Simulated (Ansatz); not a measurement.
# CH3BrMgO: the cost of one run

All numbers are computed with Ansatz 0.2.0, driven from Python. Level of theory: B3LYP/def2-SVP.

### 1 The structure

Bond lengths: C1–O2 1.342 Å, O2–Mg3 2.028 Å, Mg3–Br4 2.442 Å, C1–H5 1.155 Å, C1–H6 1.158 Å, C1–H7 1.116 Å. Angles: C1–O2–Mg3 105.8°, O2–C1–H5 110.7°, O2–C1–H6 111.1°, O2–C1–H7 113.9°, H5–C1–H6 104.6°, H5–C1–H7 108.6°, H6–C1–H7 107.5°, O2–Mg3–Br4 178.5°.

Input file ch3brmgo.xyz:

```xyz
7

C     0.75060    0.80820    0.17980
O     0.96210   -0.50200    0.37920
Mg   -0.76490   -1.42710   -0.14380
Br   -2.81270   -2.59440   -0.78110
H     0.44810    1.01040   -0.91660
H    -0.14910    1.18480    0.80450
H     1.62700    1.45220    0.43230
```

### 2 Script

Contents of ch3brmgo_scan.py:

```python
import ansatz as az
import matplotlib.pyplot as plt
import numpy as np


def main() -> None:
    ch3brmgo = az.Crystal.molecule_from_extxyz('ch3brmgo.xyz')

    symbols = [site.symbol for site in ch3brmgo.cartesian_sites]
    start = np.array([site.position_ang for site in ch3brmgo.cartesian_sites])
    axis = (start[5] - start[0]) / np.linalg.norm(start[5] - start[0])
    moving = [5]
    lengths, energies = [0.98, 1.07, 1.16, 1.27, 1.45, 1.74, 2.08, 2.55], []
    for length in lengths:
        xyz = start.copy()
        xyz[moving] += (length - np.linalg.norm(start[5] - start[0])) * axis
        point = az.Crystal.molecule()
        for symbol, place in zip(symbols, xyz):
            point = point.atom(symbol, place.tolist())
        setup = (
            point.calculation()
            .basis(gaussian='def2-SVP')
            .functional('b3lyp')
        )
        summary = setup.run().report
        energies.append(summary['free_energy_ev'])
        print(f'r = {length:6.3f} A  E = {energies[-1]:.5f} eV  <S^2> = {abs(summary["mean_field"]["state"]["spin_squared"]):.3f}')

    print('energy above the lowest point (eV):', [round(e - min(energies), 3) for e in energies])
    plt.figure(figsize=(4.5, 3))
    plt.plot(lengths, np.array(energies) - min(energies), 'o-')
    plt.xlabel('bond length (A)')
    plt.ylabel('E - E(min) (eV)')
    plt.tight_layout()
    plt.savefig('scan.png', dpi=100)


if __name__ == '__main__':
    main()
```

### 3 The calls as engine input

The engine receives this input (first run):

```yaml
crystal:
  periodic: [false, false, false]
  atoms:
    - { symbol: C, position_ang: [0.7506, 0.8082, 0.1798] }
    - { symbol: O, position_ang: [0.9621, -0.502, 0.3792] }
    - { symbol: Mg, position_ang: [-0.7649, -1.4271, -0.1438] }
    - { symbol: Br, position_ang: [-2.8127, -2.5944, -0.7811] }
    - { symbol: H, position_ang: [0.4481, 1.0104, -0.9166] }
    - { symbol: H, position_ang: [-0.010641311518056196, 1.1268434121570523, 0.7083622399748024] }
    - { symbol: H, position_ang: [1.627, 1.4522, 0.4323] }
basis:
  gaussian:
    orbitals: def2-SVP
hamiltonian:
  xc: b3lyp
```

### 4 Running it

The run is started by

```
$ python ch3brmgo_scan.py
```

Q: Estimate wall time and peak memory on 1 thread of Arm Neoverse V2, shared host.

About 21 s, with a peak of 0.29 GiB.
